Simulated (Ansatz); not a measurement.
# InH₃+ (doublet): wave-function methods side by side at distance In1–H3 = 2.667 Å, def2-SVP

An exercise on one series of results from a longer session: the logs are not shown, and one member is left open.

The runs use Ansatz 0.2.0, Gaussian basis; def2-SVP, core rule «outside noble gas», up to 9 orbitals frozen.

To be run: UHF; CCSD(T) on ROHF; CCSD(T) on UHF; BCCD(T) on ROHF; CISD; CCSDT(Q) on ROHF; CCSDT(Q) on UHF; CASSCF and MRCISD+Q, 3 electrons in 3 orbitals; CASSCF and NEVPT2, 3 electrons in 3 orbitals; Full CI.

39 further runs of the same task are left out: 21 for a known fault of the program, 15 that didn't finish, 3 set aside as unsound or not needed.

## The system

The geometry derives from a PBE0/def2-TZVP stationary point (not a proven minimum). One bond is set to the value named and the two fragments are kept rigid. No spin-orbit coupling is included. Elements past krypton take def2 core potentials.

4 atoms, charge 1, spin multiplicity 2.

Atoms are counted from 1 here; the program's logs count them from 0.

Bond lengths: In1–H4 1.668 Å.

Set-up of the first run:

in.yaml

```yaml
crystal:
  periodic: [false, false, false]
  atoms:
    - {symbol: In, position_ang: [0.000000, -0.018148, 0.009069]}
    - {symbol: H, position_ang: [0.000000, 2.333691, -0.059919]}
    - {symbol: H, position_ang: [0.000000, -0.218751, -2.650376]}
    - {symbol: H, position_ang: [0.000000, -0.047694, 1.677191]}
basis:
  gaussian: {orbitals: def2-SVP}
total_charge: 1
magnetization: {spin_polarized: true, initial_magnetization: 1}
hamiltonian: {xc: hf}
output: {orbitals: {seedname: orbitals}}
```

Command:

```bash
$ ansatz run in.yaml --threads 1 --pin off --events-out ev --progress --plain --max-ram 2393MiB
```

Among the steps run: UHF; CCSD(T) on ROHF; CCSD(T) on UHF; BCCD(T) on ROHF; CISD; CCSDT(Q) on ROHF; CCSDT(Q) on UHF; CASSCF and MRCISD+Q, 3 electrons in 3 orbitals; CASSCF and NEVPT2, 3 electrons in 3 orbitals; Full CI.

One of the session's tables, all rows but one given; the rest of the session is left out.

```
       method  from FCI (meV)
         ROHF         +2584.5
          UHF         +1639.2
         RMP2          +994.4
         UMP2          +783.7
        RCCSD           +98.6
        UCCSD          +122.9
     RCCSD(T)               ?
     UCCSD(T)           +67.5
      BCCD(T)           +28.9
       RCCSDT            +1.7
       UCCSDT           +12.7
    RCCSDT(Q)            +0.2
    UCCSDT(Q)            +9.1
  CASSCF pair         +1252.1
  NEVPT2 pair          +399.0
  MRCISD pair           +57.7
MRCISD+Q pair            +1.7
          FCI               0
```

Estimate the missing values for RCCSD(T).

**Answer.** from FCI (meV): +31.3. In the column «from FCI (meV)» it lies between BCCD(T) (+28.9) and MRCISD pair (+57.7).

Not comparable, so not listed: CISD (they don't share determinant, frozen orbitals or solution with the rows shown, or repeat one).

To keep in mind: The determinant is far from a pure spin state, so its energy mixes those of several spin states (harmless only where they are near-degenerate, as at dissociation). Levels on UHF freeze UHF's core orbitals, full CI those of ROHF, so the U rows can settle a little off it for that reason alone. Restricted and unrestricted rows rest on different reference determinants; where their highest levels disagree by more than a few hundredths of an eV, they describe different states and don't form one ladder.
